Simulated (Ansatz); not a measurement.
Task: a rigid scan of one bond length of CH₅BOSi, SMILES C[SiH]1BO1, with Ansatz's Python interface. Give the script and its output. Level of theory (for the species named): MP2, def2-SVP basis, multiplicity 1.

```xyz
9

C    -0.5538    0.8435   -0.7784
Si   -0.2028   -0.7787   -0.0474
B     0.9481   -0.7576    1.5480
O     1.5302   -0.8640    0.1753
H    -0.0154    1.0207   -1.7401
H    -1.6860    0.9509   -1.0244
H    -0.3179    1.6928   -0.0644
H    -0.6137   -1.9880   -0.7205
H     0.9998   -0.1659    2.6348
```

Script `scan_ch5bosi.py`:
```python
'''Stretching a bond of CH5BOSi, the rest held rigid.'''

import ansatz as az
import numpy as np

SETTINGS = {
    'basis': 'def2-SVP',
    'method': 'mp2',
}


def main() -> None:
    system = (
        az.Crystal.molecule()
        .atom('C', (-0.5538, 0.8435, -0.7784))
        .atom('Si', (-0.2028, -0.7787, -0.0474))
        .atom('B', (0.9481, -0.7576, 1.548))
        .atom('O', (1.5302, -0.864, 0.1753))
        .atom('H', (-0.0154, 1.0207, -1.7401))
        .atom('H', (-1.686, 0.9509, -1.0244))
        .atom('H', (-0.3179, 1.6928, -0.0644))
        .atom('H', (-0.6137, -1.988, -0.7205))
        .atom('H', (0.9998, -0.1659, 2.6348))
    )

    symbols = [site.symbol for site in system.cartesian_sites]
    start = np.array([site.position_ang for site in system.cartesian_sites])
    axis = (start[7] - start[1]) / np.linalg.norm(start[7] - start[1])
    moving = [7]
    lengths, energies = [1.27, 1.328, 1.386, 1.444, 1.501, 1.559, 1.617, 1.704], []
    for length in lengths:
        xyz = start.copy()
        xyz[moving] += (length - np.linalg.norm(start[7] - start[1])) * axis
        point = az.Crystal.molecule()
        for symbol, place in zip(symbols, xyz):
            point = point.atom(symbol, place.tolist())
        job = point.calculation().basis(gaussian=SETTINGS['basis']).correlation(SETTINGS['method'])
        data = job.run().report
        energies.append(data['free_energy_ev'])
        print(f'r = {length:6.3f} A  E = {energies[-1]:.5f} eV  <S^2> = {abs(data["mean_field"]["state"]["spin_squared"]):.3f}')

    # quartic fit about the minimum
    fit = np.polynomial.Polynomial.fit(lengths, np.array(energies) - min(energies), 4).convert()
    roots = [r.real for r in fit.deriv().roots() if abs(r.imag) < 1e-9 and fit.deriv(2)(r.real) > 0]
    r_e = min(roots, key=lambda r: abs(r - lengths[int(np.argmin(energies))]))
    print(f'minimum of the fit at {r_e:.4f} A, force constant {fit.deriv(2)(r_e):.2f} eV/A^2')


if __name__ == '__main__':
    main()
```

```console
$ python scan_ch5bosi.py
r =  1.270 A  E = -11687.86199 eV  <S^2> = 0.000
r =  1.328 A  E = -11688.16209 eV  <S^2> = 0.000
r =  1.386 A  E = -11688.34014 eV  <S^2> = 0.000
r =  1.444 A  E = -11688.42186 eV  <S^2> = 0.000
r =  1.501 A  E = -11688.42854 eV  <S^2> = 0.000
r =  1.559 A  E = -11688.37709 eV  <S^2> = 0.000
r =  1.617 A  E = -11688.28048 eV  <S^2> = 0.000
r =  1.704 A  E = -11688.07417 eV  <S^2> = 0.000
minimum of the fit at 1.4776 A, force constant 19.30 eV/A^2
```

Reading the output:
- Total energies depend on the basis set; only differences at equal settings carry meaning.
- The rest of the molecule is held rigid at a force-field or estimated start geometry, and the basis set is modest; single-reference methods fail as a bond breaks.
- The orbitals are restricted, so S² is zero by construction.
- S² is that of the Hartree-Fock reference.
- Finished in 7.1 s on 1 thread of Arm Neoverse V1, with other jobs on the host, peak memory 0.2 GiB.
